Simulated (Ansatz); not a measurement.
# SrCl2: a single-point run

The task is a single-point run on SrCl2. The structure is shown as the input types it.

Computed with Ansatz 0.2.0 (density functional or hybrid calculation with the settings of its input, plane waves (as first typed), unless a step's input says otherwise).

4 further runs of the same task are left out: 4 that didn't finish.

## (1) Starting point

Symmetry: Fm-3m, No. 225, cubic system. Conventional cell: a = 6.995 Å, b = 6.995 Å, c = 6.995 Å, α = 90.00°, β = 90.00°, γ = 90.00°. Around Sr (site symmetry m-3m) lie 8 Cl at 3.03 Å. Cl (site symmetry -43m) is surrounded by 4 Sr at 3.03 Å.

The input asks for a charge of -2 e on the cell.

Coordinates:

```cif
data_structure
_symmetry_space_group_name_H-M 'Fm-3m'
_symmetry_Int_Tables_number 225
_cell_length_a 6.9953
_cell_length_b 6.9953
_cell_length_c 6.9953
_cell_angle_alpha 90.000
_cell_angle_beta 90.000
_cell_angle_gamma 90.000
_cell_volume 342.31
loop_
_atom_site_label
_atom_site_type_symbol
_atom_site_symmetry_multiplicity
_atom_site_Wyckoff_symbol
_atom_site_fract_x
_atom_site_fract_y
_atom_site_fract_z
_atom_site_occupancy
Sr1 Sr 4 a 0.00000 0.00000 0.00000 1
Cl1 Cl 8 c 0.25000 0.75000 0.75000 1
```

## (2) The run

Input file input.yaml:

```yaml
crystal:
  lattice:
    - [0.0, 3.4976509443, 3.4976509443]
    - [3.4976509443, 0.0, 3.4976509443]
    - [3.4976509443, 3.4976509443, 0.0]
  atoms:
    - { symbol: Sr, position: [0.0, 0.0, 0.0] }
    - { symbol: Cl, position: [0.25, 0.25, 0.25] }
    - { symbol: Cl, position: [0.75, 0.75, 0.75] }
kpoints:
  mp_grid: { grid: [4, 4, 4] }
hamiltonian:
  xc: pbe
scf:
  occupations: { method: fixed }
  n_extra_bands: 4
  max_iter: 69
output:
  forces: true
  stress: true
  eigenvalues: true
total_charge: -2
```

Launch:

```console
> ansatz run input.yaml --threads 4 --pin off --max-ram 3686MiB --backend cpu --events-out ev --progress --plain --runs-dir out
```

Q: Will this input give a usable result? If not, why, and what should change?

The run converged and reported no error, with warnings (band overlap at count, metallic iterate, unresolved pair at count). Its log warns: «a fill by count may have filled part of one level: at k-index 2 the highest filled band, 9.131494 eV, and the lowest empty band, 9.131494 eV, stand 1.776e-15 eV apart ...»

Look at the input: total_charge is -2. The net charge is not the one intended, so the run treats another number of electrons.

The test: delete total_charge (the default then holds).
